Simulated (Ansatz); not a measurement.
# CH6AlBSSe: a ladder of functionals and wavefunction methods

Aim: compute CH6AlBSSe with functionals from several rungs and with coupled cluster. The yardstick is the atomisation energy at the CCSD(T) limit.

Computed with Ansatz 0.2.0, Gaussian basis. Level: functionals in def2-TZVPP, the program's frozen cores in correlated methods.

The runs, in order: PBE-D4, r2SCAN-D4, PBE0-D4, B3LYP-D4, ωB97X-V, ωB97M-V, B2PLYP; CCSD(T)/def2-TZVPP; MP2/def2-QZVPP; extrapolation to the limit.

## (1) The geometry

An earlier PBE0-D4 in a triple-zeta def2 set relaxation fixed the geometry.

SMILES `C[Se][AlH][BH]S`, 11 atoms, charge 0, spin multiplicity 1.

Atoms are counted from 1 here; the program's logs count them from 0.

Bond lengths: C1–Se2 1.963 Å, C1–H6 1.088 Å, C1–H7 1.088 Å, C1–H8 1.088 Å, Se2–Al3 2.310 Å, Al3–B4 2.114 Å, Al3–H9 1.587 Å, B4–S5 1.766 Å, B4–H10 1.198 Å, S5–H11 1.347 Å. Angles: Se2–C1–H6 107.8°, Se2–C1–H7 108.4°, Se2–C1–H8 111.1°, H6–C1–H7 109.8°, H6–C1–H8 109.8°, H7–C1–H8 109.9°, C1–Se2–Al3 102.1°, Se2–Al3–B4 119.8°, Se2–Al3–H9 113.8°, B4–Al3–H9 126.3°, Al3–B4–S5 124.2°, Al3–B4–H10 125.0°, S5–B4–H10 110.9°, B4–S5–H11 101.6°.

## (2) PBE-D4 (GGA)

Contents of in.yaml:

```yaml
crystal:
  periodic: [false, false, false]
  atoms:
    - {symbol: C, position_ang: [-1.883579, -0.080272, 0.572898]}
    - {symbol: Se, position_ang: [-0.626117, -0.867830, 1.857542]}
    - {symbol: Al, position_ang: [1.417626, -0.234932, 0.986391]}
    - {symbol: B, position_ang: [1.500816, 0.779555, -0.866749]}
    - {symbol: S, position_ang: [0.939900, 0.097731, -2.396717]}
    - {symbol: H, position_ang: [-2.590191, -0.854902, 0.282001]}
    - {symbol: H, position_ang: [-2.411173, 0.734852, 1.063188]}
    - {symbol: H, position_ang: [-1.363092, 0.291791, -0.306813]}
    - {symbol: H, position_ang: [2.657764, -0.697391, 1.861658]}
    - {symbol: H, position_ang: [1.939238, 1.882424, -1.026603]}
    - {symbol: H, position_ang: [0.484209, -1.108125, -2.005995]}
basis:
  gaussian: {orbitals: def2-TZVPP}
hamiltonian: {xc: pbe, dispersion: d4}
output: {forces: true, orbitals: {seedname: orbitals}}
```

The run is started by

```bash
$ ansatz run in.yaml --threads 4 --pin off --events-out ev --progress --plain --max-ram 10444MiB
```

The runs that follow: r2SCAN-D4 (meta-GGA); PBE0-D4 (hybrid); B3LYP-D4 (hybrid); ωB97X-V (range-separated); ωB97M-V (range-separated); B2PLYP (double hybrid); CCSD(T) in def2-TZVPP; MP2 in def2-QZVPP.

Before running them: what should the planned runs give, taken together? Wanted: atomisation energy, CCSD(T)/CBS; farthest; mean size of error, hybrid; mean size of error, range-separated; gap, smallest and largest; T1 diagnostic; triples share of the correlation energy.

The runs gave:

```
                               quantity                                           value
        atomisation energy, CCSD(T)/CBS                                   3544.5 kJ/mol
 functionals within 35.4 kJ/mol (1.0 %)  r2SCAN-D4, PBE0-D4, B3LYP-D4, ωB97X-V, ωB97M-V
                               farthest                           B2PLYP (-52.5 kJ/mol)
             mean size of error, hybrid                                      8.7 kJ/mol
    mean size of error, range-separated                                     10.2 kJ/mol
              gap, smallest and largest             2.85 eV (PBE-D4), 8.98 eV (ωB97X-V)
                          T1 diagnostic                                          0.0129
triples share of the correlation energy                                           4.1 %
```

**Reading.** PBE-D4 is off by +51.8 kJ/mol. Double hybrids carry the basis error of their MP2 part in triple zeta, and no dispersion term here, so their miss is partly the set-up's. The reference freezes the cores and leaves out relativity and excitations past (T), and its outer-core shells are covered unevenly, so misses under about 35.4 kJ/mol can't be ranked. All levels share the lack of spin-orbit coupling, which lowers the free heavy atoms and so the true binding. Hartree-Fock recovers 74 % of the binding; the rest is correlation. Orbital gaps span 2.9 to 9.0 eV; exact exchange widens them. Correlated methods include outer-core shells of Se, which these sets cover unevenly.
